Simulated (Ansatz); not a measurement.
# GeH₂ + C₂H₆: a complex and its separated parts

Aim: how far the complex at one end of a reaction step lies below its separated, relaxed parts, level by level.

Program: Ansatz 0.2.0, Gaussian basis. Level of theory: PBE0-D4/def2-TZVP structures, single points in def2-TZVPP, no counterpoise correction. These are calculated values, not measurements.

Levels: SPW92, PBE-D4, BLYP-D4, r2SCAN-D4, B97M-V, PBE0-D4, B3LYP-D4, r2SCAN0-D4, BHLYP-D4, CAM-B3LYP-D4, wB97X-V, wB97M-V, B2PLYP, PBE-QIDH, RPA on PBE, Hartree-Fock, MP2, CCSD, CCSD(T).

Correlated methods freeze the cores. Filled d shells of the heavier atoms are correlated. B3LYP uses VWN-RPA correlation. B2PLYP carries no dispersion term here.

21 further runs of the same task are left out: 21 set aside as unsound or not needed.

### Step 1. The starting structure

The complex: 11 atoms, charge 0, spin multiplicity 1.

Atoms are counted from 1 here; the program's logs count them from 0.

Bond lengths: Ge1–H5 1.594 Å, Ge1–H6 1.598 Å, C2–C3 1.517 Å, C2–H4 1.109 Å, C2–H7 1.093 Å, C2–H8 1.092 Å, C3–H9 1.092 Å, C3–H10 1.091 Å, C3–H11 1.092 Å. Angles: H5–Ge1–H6 90.8°, C3–C2–H4 108.8°, C3–C2–H7 111.4°, C3–C2–H8 113.1°, H4–C2–H7 111.5°, H4–C2–H8 104.9°, H7–C2–H8 107.0°, C2–C3–H9 111.3°, C2–C3–H10 110.9°, C2–C3–H11 110.7°, H9–C3–H10 107.9°, H9–C3–H11 107.9°, H10–C3–H11 107.9°.

As a file:

```
Ge   -1.8748    1.0520    1.2543
C     0.6675    0.2043    0.3316
C     0.9089   -0.5570   -0.9578
H    -0.1754   -0.2701    0.8747
H    -2.1764    0.8875   -0.3025
H    -2.2518   -0.4795    1.5107
H     0.4755    1.2630    0.1387
H     1.5107    0.1542    1.0235
H     1.1026   -1.6137   -0.7634
H     0.0425   -0.4907   -1.6180
H     1.7706   -0.1501   -1.4917
```

Its parts: GeH₂ holds atoms 1, 5, 6; C₂H₆ holds atoms 2, 3, 4, 7, 8, 9, 10, 11. Each part counts its atoms afresh in its own runs.

### Step 2. Relaxing GeH₂ alone

File relax-a/in.yaml:

```yaml
crystal:
  periodic: [false, false, false]
  atoms:
    - {symbol: Ge, position_ang: [-1.874823, 1.052026, 1.254298]}
    - {symbol: H, position_ang: [-2.176418, 0.887505, -0.302471]}
    - {symbol: H, position_ang: [-2.251841, -0.479471, 1.510683]}
basis:
  gaussian: {orbitals: def2-TZVP}
hamiltonian: {xc: pbe0, dispersion: d4}
relax: {f_tol: 0.005, max_steps: 200}
```

No record of the launch command was kept for these runs.

What it wrote, shortened:

```text
Functional definition: PBE0
  name "PBE0"
  cite "Adamo & Barone, J. Chem. Phys. 110, 6158 (1999) doi:10.1063/1.478522"
  cite "Perdew, Burke & Ernzerhof, Phys. Rev. Lett. 77, 3865 (1996) doi:10.1103/PhysRevLett.77.3865"
  parent pbe
[...]
489 factors; their error is unknown
[...]
mean field -56541.87399146 eV, -2077.8755437275 hartree, gradient 5.8e-5 eV, S^2 0.000000; 0 other end points of the search recorded, 0 dependent functions left out
[...]
reference -56541.87401046 eV, -2077.8755444258 hartree; 17, 17 occupied and 43, 43 virtual orbitals, 489 factors
relax step   1: F+E_penalty+E_count = -56541.89285105 eV  Δ(F+E_penalty+E_count) = +0.000e0 eV  max|allowed force component| = 4.774e-2 eV/Å  Δτ_max = 0.0000 Å  (23 SCF iters, accepted)
[...]
relax step   3: F+E_penalty+E_count = -56541.89293142 eV  Δ(F+E_penalty+E_count) = +3.094e-6 eV  max|allowed force component| = 2.052e-2 eV/Å  Δτ_max = 0.0025 Å  (19 SCF iters, rejected (line search))
[...]
relax step   4: F+E_penalty+E_count = -56541.89295201 eV  Δ(F+E_penalty+E_count) = -1.749e-5 eV  max|allowed force component| = 1.935e-3 eV/Å  Δτ_max = 0.0012 Å  (18 SCF iters, accepted)
489 factors; their error is unknown
[...]
mean field -56541.87409455 eV, -2077.8755475161 hartree, gradient 3.2e-5 eV, S^2 0.000000; 1 other end points of the search recorded, 0 dependent functions left out
[...]
reference -56541.87411355 eV, -2077.8755482142 hartree; 17, 17 occupied and 43, 43 virtual orbitals, 489 factors
Total energy: -56541.89297100 eV, -2077.8762412129 hartree
Atom 0 at    -1.874826     1.051353     1.255398 Å, force    -0.000460    -0.001325    -0.000592 eV/Å
Atom 1 at    -2.176709     0.885638    -0.301137 Å, force     0.000243     0.001697    -0.001344 eV/Å
Atom 2 at    -2.251547    -0.476931     1.508249 Å, force     0.000217    -0.000372     0.001935 eV/Å
Dipole moment:     0.009452     0.023603     0.018147 e Å
```

It took 1.1 s on 4 threads, shared host.

Step by step:

| step | energy from step 1 (eV) | largest force component (eV/Å) |
| --- | --- | --- |
| 1 | 0.0000 | 0.0477 |
| 2 | -0.0001 | 0.0118 |
| 3 | -0.0001 | 0.0205 |
| 4 | -0.0001 | 0.0019 |

Distances of close pairs at the start and the end, largest changes first:

```
  bond  before (Å)  after (Å)  change (Å)
Ge1–H3       1.598      1.594      -0.004
Ge1–H2       1.594      1.594      -0.000
```

### Step 3. Relaxing C₂H₆ alone

File relax-b/in.yaml:

```yaml
crystal:
  periodic: [false, false, false]
  atoms:
    - {symbol: C, position_ang: [0.667490, 0.204279, 0.331589]}
    - {symbol: C, position_ang: [0.908940, -0.557010, -0.957786]}
    - {symbol: H, position_ang: [-0.175376, -0.270111, 0.874696]}
    - {symbol: H, position_ang: [0.475549, 1.263042, 0.138722]}
    - {symbol: H, position_ang: [1.510726, 0.154232, 1.023456]}
    - {symbol: H, position_ang: [1.102586, -1.613658, -0.763406]}
    - {symbol: H, position_ang: [0.042514, -0.490707, -1.618023]}
    - {symbol: H, position_ang: [1.770552, -0.150126, -1.491656]}
basis:
  gaussian: {orbitals: def2-TZVP}
hamiltonian: {xc: pbe0, dispersion: d4}
relax: {f_tol: 0.005, max_steps: 200}
```

What it wrote, shortened:

```text
[... 5 set-up lines as earlier in the session ...]
[...]
624 factors; their error is unknown
[...]
mean field -2170.08913824 eV, -79.7493048911 hartree, gradient 5.1e-6 eV, S^2 0.000000; 0 other end points of the search recorded, 0 dependent functions left out
[...]
reference -2170.08916383 eV, -79.7493058315 hartree; 9, 9 occupied and 89, 89 virtual orbitals, 624 factors
relax step   1: F+E_penalty+E_count = -2170.14881122 eV  Δ(F+E_penalty+E_count) = +0.000e0 eV  max|allowed force component| = 5.628e-1 eV/Å  Δτ_max = 0.0000 Å  (23 SCF iters, accepted)
[...]
reference -2170.11364217 eV, -79.7502053940 hartree; 9, 9 occupied and 89, 89 virtual orbitals, 624 factors
Total energy: -2170.17328474 eV, -79.7523972178 hartree
Atom 0 at     0.662954     0.192576     0.340570 Å, force    -0.000450    -0.004278    -0.002467 eV/Å
Atom 1 at     0.913053    -0.557472    -0.956197 Å, force     0.000033     0.001715     0.004430 eV/Å
Atom 2 at    -0.192333    -0.220383     0.880827 Å, force    -0.001616     0.002633     0.000273 eV/Å
Atom 3 at     0.455596     1.249378     0.156031 Å, force     0.000979     0.000878     0.002244 eV/Å
Atom 4 at     1.527942     0.138889     1.006116 Å, force    -0.000221     0.000235    -0.002878 eV/Å
Atom 5 at     1.115459    -1.615334    -0.772105 Å, force     0.000606     0.000064    -0.001419 eV/Å
Atom 6 at     0.049242    -0.499647    -1.622860 Å, force     0.000368    -0.001970     0.000155 eV/Å
Atom 7 at     1.771067    -0.148066    -1.494790 Å, force     0.000301     0.000722    -0.000338 eV/Å
Dipole moment:    -0.000052    -0.000025     0.000001 e Å
```

Run time: 1.9 s. Hardware: 4 threads, shared host; peak memory 0.14 GiB.

Relaxation path:

```csv
step,energy from step 1 (eV),largest force component (eV/Å)
1,0.0000,0.5628
2,-0.0230,0.1433
3,-0.0244,0.0044
```

Distances of close pairs at the start and the end, largest changes first:

| bond | before (Å) | after (Å) | change (Å) |
| --- | --- | --- | --- |
| C1–H3 | 1.109 | 1.093 | -0.017 |
| C1–C2 | 1.517 | 1.519 | +0.002 |
| C2–H7 | 1.091 | 1.093 | +0.001 |
| C2–H6 | 1.092 | 1.093 | +0.001 |
| C1–H5 | 1.092 | 1.093 | +0.001 |
| C1–H4 | 1.093 | 1.093 | -0.001 |
| C2–H8 | 1.092 | 1.093 | +0.000 |

### Step 4. wB97M-V/def2-TZVPP

File parta/in.yaml:

```yaml
crystal:
  periodic: [false, false, false]
  atoms:
    - {symbol: Ge, position_ang: [-1.874826, 1.051353, 1.255398]}
    - {symbol: H, position_ang: [-2.176709, 0.885638, -0.301137]}
    - {symbol: H, position_ang: [-2.251547, -0.476931, 1.508249]}
basis:
  gaussian: {orbitals: def2-TZVPP}
hamiltonian: {xc: {name: wB97M-V}}
```

File partb/in.yaml:

```yaml
crystal:
  periodic: [false, false, false]
  atoms:
    - {symbol: C, position_ang: [0.662954, 0.192576, 0.340570]}
    - {symbol: C, position_ang: [0.913053, -0.557472, -0.956197]}
    - {symbol: H, position_ang: [-0.192333, -0.220383, 0.880827]}
    - {symbol: H, position_ang: [0.455596, 1.249378, 0.156031]}
    - {symbol: H, position_ang: [1.527942, 0.138889, 1.006116]}
    - {symbol: H, position_ang: [1.115459, -1.615334, -0.772105]}
    - {symbol: H, position_ang: [0.049242, -0.499647, -1.622860]}
    - {symbol: H, position_ang: [1.771067, -0.148066, -1.494790]}
basis:
  gaussian: {orbitals: def2-TZVPP}
hamiltonian: {xc: {name: wB97M-V}}
```

parta printed, shortened:

```text
Functional definition: wB97M-V
  name "wB97M-V"
  cite "Mardirossian & Head-Gordon, J. Chem. Phys. 144, 214110 (2016) doi:10.1063/1.4952647"
  cite "Becke, J. Chem. Phys. 107, 8554 (1997) doi:10.1063/1.475007"
  cite "Vydrov & Van Voorhis, J. Chem. Phys. 133, 244103 (2010) doi:10.1063/1.3521275"
  # Of w^i u^j: cxij and so on, Table III.
[...]
  gx(w, u) = 1 - cx + cx01*u + cx10*w
  gss(w, u) = css00 + css04*u^4 + css10*w + css20*w^2 + css43*w^4*u^3
  gos(w, u) = cos00 + cos10*w + (cos20 + cos21*u)*w^2 + (cos60 + cos61*u)*w^6
[...]
      + integral(e_c_pw_mod_opposite_spin*gos(b97_w_opposite, b97_u_opposite)) + vv10(b, c)
504 factors; their error is unknown
106 factors; integrals over basis functions are off by at most 6.2e-5 eV
[...]
mean field -56545.81782080 eV, -2078.0204767824 hartree, gradient 1.4e-5 eV, S^2 0.000000; 0 other end points of the search recorded, 0 dependent functions left out
reference -56545.81785198 eV, -2078.0204779282 hartree; 17, 17 occupied and 59, 59 virtual orbitals, 504 factors
Total energy: -56545.81785198 eV, -2078.0204779282 hartree
```

Log of partb, shortened:

```text
[... 5 set-up lines as earlier in the session ...]
  # Of w^i u^j: cxij and so on, Table III.
[...]
  gx(w, u) = 1 - cx + cx01*u + cx10*w
  gss(w, u) = css00 + css04*u^4 + css10*w + css20*w^2 + css43*w^4*u^3
  gos(w, u) = cos00 + cos10*w + (cos20 + cos21*u)*w^2 + (cos60 + cos61*u)*w^6
[...]
      + integral(e_c_pw_mod_opposite_spin*gos(b97_w_opposite, b97_u_opposite)) + vv10(b, c)
714 factors; their error is unknown
204 factors; integrals over basis functions are off by at most 1.0e-5 eV
[...]
mean field -2171.32194156 eV, -79.7946095774 hartree, gradient 6.1e-5 eV, S^2 0.000000; 0 other end points of the search recorded, 0 dependent functions left out
reference -2171.32198094 eV, -79.7946110246 hartree; 9, 9 occupied and 137, 137 virtual orbitals, 714 factors
Total energy: -2171.32198094 eV, -79.7946110246 hartree
```

Wall times: 0.8 s (parta), 1.9 s (partb) on 4 threads, shared host; peak memory 0.26 GiB.

### Step 5. CCSD(T)/def2-TZVPP

The same edit goes into each in.yaml of step 4 (parta, partb):

```diff
-hamiltonian: {xc: {name: wB97M-V}}
+correlation: {method: ccsd_t}
```

Output in parta, shortened:

```text
Functional definition: HF
  name "HF"
  cite "Fock, Z. Phys. 61, 126 (1930) doi:10.1007/BF01340294"
[... 1 set-up line as earlier in the session ...]
[...]
469 factors; integrals over basis functions are off by at most 1.2e-3 eV
[...]
mean field -56503.79762167 eV, -2076.4762629469 hartree, gradient 2.7e-6 eV, S^2 0.000000; 0 other end points of the search recorded, 0 dependent functions left out; unrestricted orbitals would lower it
9 core orbitals not correlated: weight in the atoms' cores, before any rotation towards them, 1.000 or more for the frozen orbitals, at most 0.000 for the correlated occupied ones
reference -56503.79762167 eV, -2076.4762629469 hartree; 8, 8 occupied and 59, 59 virtual orbitals, 469 factors
second order -6.50243401 eV of doubles, -0.00000000 eV of singles
cycle   1  -6.61162476 eV  change   -1.1e-1 eV  update   7.3e-2
[...]
cycle   9  -6.94906813 eV  change    1.0e-5 eV  update   1.3e-5
perturbative correction -0.22173939 eV, -0.0081487724 hartree
Total energy: -56510.96842920 eV, -2076.7397852629 hartree
```

Output in partb, shortened:

```text
[... 4 set-up lines as earlier in the session ...]
[...]
824 factors; integrals over basis functions are off by at most 1.0e-3 eV
[...]
mean field -2156.82192504 eV, -79.2617437987 hartree, gradient 1.3e-6 eV, S^2 0.000000; 0 other end points of the search recorded, 0 dependent functions left out
2 core orbitals not correlated: weight in the atoms' cores, before any rotation towards them, 1.000 or more for the frozen orbitals, at most 0.000 for the correlated occupied ones
reference -2156.82192504 eV, -79.2617437987 hartree; 7, 7 occupied and 137, 137 virtual orbitals, 824 factors
second order -10.04159367 eV of doubles, -0.00000000 eV of singles
cycle   1  -10.61248020 eV  change   -5.7e-1 eV  update   5.7e-2
[...]
cycle   7  -10.89450136 eV  change   -3.9e-6 eV  update   1.7e-5
perturbative correction -0.36282010 eV, -0.0133333926 hartree
Total energy: -2168.07924649 eV, -79.6754427316 hartree
```

Wall times: 0.5 s (parta), 4.1 s (partb) on 4 threads, shared host; peak memory 0.91 GiB.

### Step 6. Vibrations of GeH₂

File vib-parta/in.yaml:

```yaml
crystal:
  periodic: [false, false, false]
  atoms:
    - {symbol: Ge, position_ang: [-1.874826, 1.051353, 1.255398]}
    - {symbol: H, position_ang: [-2.176709, 0.885638, -0.301137]}
    - {symbol: H, position_ang: [-2.251547, -0.476931, 1.508249]}
basis:
  gaussian: {orbitals: def2-TZVP}
hamiltonian: {xc: pbe0, dispersion: d4}
phonons: {temperatures: {t_min: 298.15, t_max: 900, t_step: 200}}
```

What it wrote, shortened:

```text
[... 5 set-up lines as earlier in the session ...]
[...]
489 factors; their error is unknown
[...]
mean field -56541.87409369 eV, -2077.8755474845 hartree, gradient 1.1e-5 eV, S^2 0.000000; 0 other end points of the search recorded, 0 dependent functions left out
[...]
reference -56541.87411272 eV, -2077.8755481836 hartree; 17, 17 occupied and 43, 43 virtual orbitals, 489 factors
[...]
489 factors; their error is unknown
[...]
mean field -56541.87404006 eV, -2077.8755455136 hartree, gradient 1.4e-6 eV, S^2 0.000000; 0 other end points of the search recorded, 0 dependent functions left out
[...]
reference -56541.87405909 eV, -2077.8755462127 hartree; 17, 17 occupied and 43, 43 virtual orbitals, 489 factors
[...]
reference -56541.87411323 eV, -2077.8755482025 hartree; 17, 17 occupied and 43, 43 virtual orbitals, 489 factors
[...]
489 factors; their error is unknown
[...]
mean field -56541.87408700 eV, -2077.8755472386 hartree, gradient 1.7e-6 eV, S^2 0.000000; 0 other end points of the search recorded, 0 dependent functions left out
[...]
reference -56541.87410603 eV, -2077.8755479377 hartree; 17, 17 occupied and 43, 43 virtual orbitals, 489 factors
Total energy: -56541.89297017 eV, -2077.8762411822 hartree
Atom 0 at    -1.874826     1.051353     1.255398 Å, force    -0.000457    -0.001313    -0.000593 eV/Å
Atom 1 at    -2.176709     0.885638    -0.301137 Å, force     0.000243     0.001698    -0.001346 eV/Å
Atom 2 at    -2.251547    -0.476931     1.508249 Å, force     0.000214    -0.000385     0.001939 eV/Å
Dipole moment:     0.009452     0.023603     0.018147 e Å
Vibrations: 934.50 1928.10 1937.39 cm⁻¹, zero-point energy 0.297561 eV
```

Wall time 2.2 s (4 threads, shared host).

Wavenumbers and character of the modes:

```csv
mode,wavenumber (cm⁻¹),character
1,934,bend
2,1928,Ge–H stretch
3,1937,Ge–H stretch
```

Vibrational sums (real modes only):

```
T (K)  entropy (J/mol/K)  heat capacity (J/mol/K)
  298                0.5                      2.0
  498                2.6                      6.6
  698                5.6                     11.3
  898                8.9                     14.8
```

### Step 7. Vibrations of C₂H₆

File vib-partb/in.yaml:

```yaml
crystal:
  periodic: [false, false, false]
  atoms:
    - {symbol: C, position_ang: [0.662954, 0.192576, 0.340570]}
    - {symbol: C, position_ang: [0.913053, -0.557472, -0.956197]}
    - {symbol: H, position_ang: [-0.192333, -0.220383, 0.880827]}
    - {symbol: H, position_ang: [0.455596, 1.249378, 0.156031]}
    - {symbol: H, position_ang: [1.527942, 0.138889, 1.006116]}
    - {symbol: H, position_ang: [1.115459, -1.615334, -0.772105]}
    - {symbol: H, position_ang: [0.049242, -0.499647, -1.622860]}
    - {symbol: H, position_ang: [1.771067, -0.148066, -1.494790]}
basis:
  gaussian: {orbitals: def2-TZVP}
hamiltonian: {xc: pbe0, dispersion: d4}
phonons: {temperatures: {t_min: 298.15, t_max: 900, t_step: 200}}
```

What it wrote, shortened:

```text
[... 5 set-up lines as earlier in the session ...]
[...]
624 factors; their error is unknown
[...]
mean field -2170.11362062 eV, -79.7502046019 hartree, gradient 4.0e-5 eV, S^2 0.000000; 0 other end points of the search recorded, 0 dependent functions left out
[...]
reference -2170.11364617 eV, -79.7502055410 hartree; 9, 9 occupied and 89, 89 virtual orbitals, 624 factors
[... from here to the last solve, the lines of the solves are left out (47 solves) ...]
624 factors; their error is unknown
mean field -2170.11358608 eV, -79.7502033327 hartree, gradient 1.3e-6 eV, S^2 0.000000; 0 other end points of the search recorded, 0 dependent functions left out
[...]
Atom 0 at     0.662954     0.192576     0.340570 Å, force    -0.000452    -0.004255    -0.002471 eV/Å
Atom 1 at     0.913053    -0.557472    -0.956197 Å, force     0.000078     0.001733     0.004406 eV/Å
Atom 2 at    -0.192333    -0.220383     0.880827 Å, force    -0.001620     0.002612     0.000273 eV/Å
Atom 3 at     0.455596     1.249378     0.156031 Å, force     0.000987     0.000888     0.002238 eV/Å
Atom 4 at     1.527942     0.138889     1.006116 Å, force    -0.000214     0.000234    -0.002871 eV/Å
Atom 5 at     1.115459    -1.615334    -0.772105 Å, force     0.000603     0.000030    -0.001408 eV/Å
Atom 6 at     0.049242    -0.499647    -1.622860 Å, force     0.000344    -0.001969     0.000145 eV/Å
Atom 7 at     1.771067    -0.148066    -1.494790 Å, force     0.000275     0.000727    -0.000311 eV/Å
Dipole moment:    -0.000052    -0.000025     0.000001 e Å
Vibrations: 309.60 821.80 821.99 1025.47 1216.58 1216.70 1398.45 1417.21 1495.32 1495.45 1496.58 1496.71 3048.84 3049.68 3105.36 3105.66 3130.74 3131.04 cm⁻¹, zero-point energy 2.032297 eV
```

Run time: 17 s. Hardware: 4 threads, shared host; peak memory 0.14 GiB.

The modes, with what each moves most:

```csv
mode,wavenumber (cm⁻¹),character
1,310,torsion
2,822,bend
3,822,bend
4,1025,C–C stretch
5,1217,bend
6,1217,bend
7,1398,bend
8,1417,bend
9,1495,bend
10,1495,bend
11,1497,bend
12,1497,bend
13,3049,C–H stretch
14,3050,C–H stretch
15,3105,C–H stretch
16,3106,C–H stretch
17,3131,C–H stretch
18,3131,C–H stretch
```

Vibrational sums (real modes only):

```
T (K)  entropy (J/mol/K)  heat capacity (J/mol/K)
  298                8.3                     17.3
  498               23.2                     43.0
  698               41.4                     65.1
  898               59.9                     82.3
```

### Step 8. Complex less separated parts

The complex's own energies come from single points at the same levels. Levels not printed above were run the same way.

Rows are in def2-TZVPP; times add the 3 runs of a level on a shared host, so small differences are noise.

Differences are taken before rounding.

```csv
method,rung,complex less parts (kcal/mol),from CCSD(T) (kcal/mol),time
SPW92,LDA,-11.0,-7.3,1.5 s
PBE-D4,GGA,-6.3,-2.6,2.4 s
BLYP-D4,GGA,-4.7,-1.0,2.4 s
r2SCAN-D4,meta-GGA,-5.8,-2.1,5.2 s
B97M-V,meta-GGA,-4.3,-0.6,10 s
PBE0-D4,hybrid,-5.4,-1.7,2.9 s
B3LYP-D4,hybrid,-4.2,-0.5,2.9 s
r2SCAN0-D4,hybrid,-5.2,-1.5,4.9 s
BHLYP-D4,hybrid,-3.6,+0.2,2.8 s
CAM-B3LYP-D4,range-separated hybrid,-3.9,-0.2,3.4 s
wB97X-V,range-separated hybrid,-3.7,0.0,8.5 s
wB97M-V,range-separated hybrid,-4.2,-0.5,9.7 s
B2PLYP,double hybrid,-2.5,+1.2,5.5 s
PBE-QIDH,double hybrid,-4.2,-0.5,5.8 s
RPA on PBE,RPA,-2.0,+1.7,5.4 s
Hartree-Fock,wavefunction,3.0,+6.7,
MP2,wavefunction,-4.6,-0.9,
CCSD,wavefunction,-2.6,+1.1,
CCSD(T),wavefunction,-3.7,0,95 s
```

Among the levels timed on like hardware and quicker than the yardstick, those that no quicker one beats, quickest first: SPW92 (1.5 s, -7.3 kcal/mol); BLYP-D4 (2.4 s, -1.0 kcal/mol); BHLYP-D4 (2.8 s, +0.2 kcal/mol); wB97X-V (8.5 s, 0.0 kcal/mol).

wB97X-V reaches 0.0 kcal/mol from the reference in 8.5 s, where CCSD(T) took 95 s; the quickest level in the cost chart, SPW92, takes 1.5 s and misses by 7.3 kcal/mol.

The complex's zero-point energy, from a separate PBE0-D4 run, is 2.403 eV.

### Step 9. Summary of results

| quantity | value |
| --- | --- |
| complex less parts, CCSD(T)/def2-TZVPP | -3.7 kcal/mol |
| with zero-point energy | -2.0 kcal/mol |
| largest T1 diagnostic | 0.014 |

In words: At CCSD(T) the complex lies 3.7 kcal/mol below its parts. The functionals run from wB97X-V, off by 0.0 kcal/mol, to SPW92, off by -7.3 kcal/mol, against CCSD(T). By rung, the mean size of the error is: LDA 7.3, GGA 1.8, meta-GGA 1.3, hybrid 1.0, range-separated hybrid 0.2, double hybrid 0.9 kcal/mol. PBE-D4 gives a relative energy 2.6 kcal/mol too low, outside chemical accuracy (1 kcal/mol). No counterpoise was applied, and triple zeta lacks some correlation, so the CCSD(T) reference has a basis error of its own, and close matches with it are partly luck. The restricted Hartree–Fock reference is unstable towards an unrestricted one at one or more of these structures.
